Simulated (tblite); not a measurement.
# C5H10O3S: the cost of one run

Computed with tblite 0.8.0 (tight binding) and PySCF 2.14.0 (DFT, with response routines of our own); each step states its level. Atoms count from 0 throughout.

### 1 The molecule as given

19 atoms, charge 0, multiplicity 1; geometry from: MMFF94s geometry.

Bonds of the start (Å): C0–C1 1.48, C0–H10 1.10, C0–H11 1.09, C0–H9 1.09, C1–C2 1.34, C1–H12 1.09, C2–H13 1.08, C2–O3 1.38, C4–C5 1.52, C4–H14 1.09, C4–H15 1.10, C5–H16 1.10, C5–H17 1.09, C5–S6 1.77, O3–C4 1.44, S6–H18 1.35, S6–O7 1.45, S6–O8 1.44.

### 2 GFN2-xTB relaxation, conformer 1

The job: settings as JSON, then the geometry in Å.

```
{"job": {"xc": "GFN2-xTB", "basis": "xTB", "kind": "relax"}, "charge": 0, "multiplicity": 1}
C      2.410800     0.812900    -1.303300
C      2.469300    -0.207000    -0.230000
C      1.505900    -0.500100     0.649800
O      0.293700     0.159300     0.635800
C     -0.748500    -0.624700     1.254800
C     -2.055500     0.112300     1.031500
S     -2.448400     0.128000    -0.697700
O     -2.697700    -1.236500    -1.105000
O     -3.422700     1.166800    -0.921900
H      2.555600     0.339400    -2.271100
H      1.435800     1.331800    -1.332500
H      3.182500     1.561700    -1.154000
H      3.403700    -0.761500    -0.136700
H      1.621500    -1.248300     1.415400
H     -0.785900    -1.617600     0.806600
H     -0.553600    -0.711800     2.334700
H     -1.971600     1.161700     1.351100
H     -2.879800    -0.374400     1.560800
H     -1.324900     0.517100    -1.333600
```

On the command line:

```console
> OMP_NUM_THREADS=1 python ens_run.py task.json out
```

One launch serves the whole session.

**Question.** How long does this first job take on 1 thread of Arm Neoverse V1, shared host?

About 2.2 s.
